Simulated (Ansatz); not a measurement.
Working through a small convex hull of the Nb-Ru system

With Ansatz's Python interface.

At the Python prompt:
```pycon
>>> from collections import Counter
>>> from dataclasses import dataclass
>>> import ansatz as az
>>> import numpy as np
>>> import pandas as pd
>>> @dataclass(frozen=True)
... class Settings:
...     xc: str = "lda"
...     n_empty: int = 8
...     ecut: int = 460
...     k_spacing: float = 0.39
...     smearing: str = "fermi_dirac"
...     width_ev: float = 0.1
...
>>> settings = Settings()
>>> PHASES = {
...     "NbRu3 Pm-3m": (
...         [(3.88, 0.0, 0.0), (0.0, 3.88, 0.0), (0.0, 0.0, 3.88)],
...         [
...             ("Nb", (0.0, 0.0, 0.0)),
...             ("Ru", (0.0, 0.5, 0.5)),
...             ("Ru", (0.5, 0.0, 0.5)),
...             ("Ru", (0.5, 0.5, 0.0)),
...         ],
...     ),
...     "NbRu P4/mmm": (
...         [(3.0, 0.0, 0.0), (0.0, 3.0, 0.0), (0.0, 0.0, 3.38)],
...         [
...             ("Nb", (0.0, 0.0, 0.0)),
...             ("Ru", (0.5, 0.5, 0.5)),
...         ],
...     ),
...     "Nb": (
...         [(-1.66395, 1.66395, 1.66395), (1.66395, -1.66395, 1.66395), (1.66395, 1.66395, -1.66395)],
...         [
...             ("Nb", (0.0, 0.0, 0.0)),
...         ],
...     ),
...     "Ru": (
...         [(2.7058, 0.0, 0.0), (-1.3529, 2.343292, 0.0), (0.0, 0.0, 4.2819)],
...         [
...             ("Ru", (1 / 3, 2 / 3, 0.25)),
...             ("Ru", (2 / 3, 1 / 3, 0.75)),
...         ],
...     ),
... }
>>> def build(vectors, sites):
...     crystal = az.Crystal(lattice=az.Lattice.of(vectors))
...     for symbol, position in sites:
...         crystal = crystal.atom(symbol, position)
...     return crystal
...
>>> def compute(name, crystal):
...     calc = (
...         crystal.calculation()
...         .functional(settings.xc)
...         .scf(extra_bands=settings.n_empty)
...         .basis(settings.ecut)
...         .kpoints(spacing=settings.k_spacing)
...         .occupations(settings.smearing, width=settings.width_ev)
...     )
...     calc = calc.relax(force_tolerance=0.01, max_steps=40, cell=True)
...     return calc.run()
...
>>> def counts(outcome):
...     return Counter(site.symbol for site in outcome.lattice.sites)
...
>>> def formation_energy(outcome, mu):
...     n = counts(outcome)
...     return (outcome.report["energy_sigma0_ev"] - sum(k * mu[element] for element, k in n.items())) / sum(n.values())
...
>>> phases = {name: build(*cell) for name, cell in PHASES.items()}
>>> done = {name: compute(name, crystal) for name, crystal in phases.items()}

>>> # chemical potentials of the elements at zero temperature
>>> references = {"Nb": "Nb", "Ru": "Ru"}
>>> mu = {element: done[name].report["energy_sigma0_ev"] / len(done[name].lattice.sites) for element, name in references.items()}
>>> points = sorted((counts(o)["Ru"] / len(o.lattice.sites), formation_energy(o, mu), name) for name, o in done.items())
>>> # walk in x and drop points that lie above the chord
>>> hull = []
>>> for x, e, _ in points:
...     while len(hull) > 1 and (hull[-1][0] - hull[-2][0]) * (e - hull[-2][1]) - (hull[-1][1] - hull[-2][1]) * (x - hull[-2][0]) <= 0:
...         hull.pop()
...     hull.append((x, e))
...
>>> rows = [(name, x, e, e - np.interp(x, *zip(*hull))) for x, e, name in points]
>>> print(pd.DataFrame(rows, columns=["phase", "x(Ru)", "E_form (eV/atom)", "above hull (eV/atom)"]).round(4).to_string(index=False))
      phase  x(Ru)  E_form (eV/atom)  above hull (eV/atom)
         Nb   0.00            0.0000                   0.0
NbRu P4/mmm   0.50           -0.1668                   0.0
NbRu3 Pm-3m   0.75           -0.1365                   0.0
         Ru   1.00            0.0000                   0.0
>>> print("on the hull of these phases:", ", ".join(row[0] for row in rows if row[3] < 1e-6))
on the hull of these phases: Nb, NbRu P4/mmm, NbRu3 Pm-3m, Ru
```

These settings explore the input space; cutoff and mesh may be short of convergence. For the metals among these phases the mesh is modest: differences between phases can be off by up to 40 meV an atom. The cells come from databases of deposited and of computed structures, and not all need be stable phases. Differences under about 40 meV an atom lie within the error of mesh and functional, so such verdicts may flip; only the cells listed enter the hull. It ran for 17 s on 1 thread of Arm Neoverse V2, with other jobs on the host, peak memory 0.43 GiB.

(Lines on the test bed's own set-up are left out of the output.)
